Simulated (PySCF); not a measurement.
# Difluorochloroborane (BClF2): electronic excitations

Wanted: the electronic excitations of Difluorochloroborane (BClF2) (`FB(F)Cl`), by calculation.

Programs: PySCF 2.14.0, with density-fitted response routines of our own. Each step states its level of theory. These are calculated values for one molecule in the gas phase, unless marked as measured. Atoms are numbered from 0 throughout.

## 1. The starting structure

4 atoms, charge 0, multiplicity 1; geometry from: GFN2-xTB.

Bonds of the start (Å): F0–B1 1.31, B1–F2 1.31, B1–Cl3 1.69.

## 2. Ultraviolet spectrum: B3LYP/def2-SVPD

What the job is given:

```
{"job": {"kind": "uv", "xc": "B3LYP", "basis": "def2-SVPD", "nstates": 8, "ntriplets": 3}, "charge": 0, "multiplicity": 1}
F     -0.760442     1.120141    -0.005047
B     -0.072108     0.001760    -0.005689
F     -0.779505    -1.104623    -0.000720
Cl     1.622289    -0.012505    -0.011398
```

With the program's defaults for keys left out, this is: TDDFT B3LYP/def2-SVPD, vertical, gas phase, core orbitals frozen in the response.

Predict these results of the whole session: lowest singlet (B3LYP/def2-SVPD); brightest single state of those computed; lowest triplet.

The runs gave:

| quantity | value |
| --- | --- |
| lowest singlet (B3LYP/def2-SVPD) | 7.78 eV (159 nm), f = 0.000 |
| brightest single state of those computed | state 3, 8.91 eV, f = 0.133 |
| lowest triplet | 7.59 eV |

The lowest singlet, at 7.78 eV, is HOMO→LUMO 1.00 and is dark; of the 8 states computed, the strongest absorption comes from state 3 at 8.91 eV. The lowest triplet lies 0.19 eV below the lowest singlet (triplets in Tamm-Dancoff, singlets in full TDDFT).
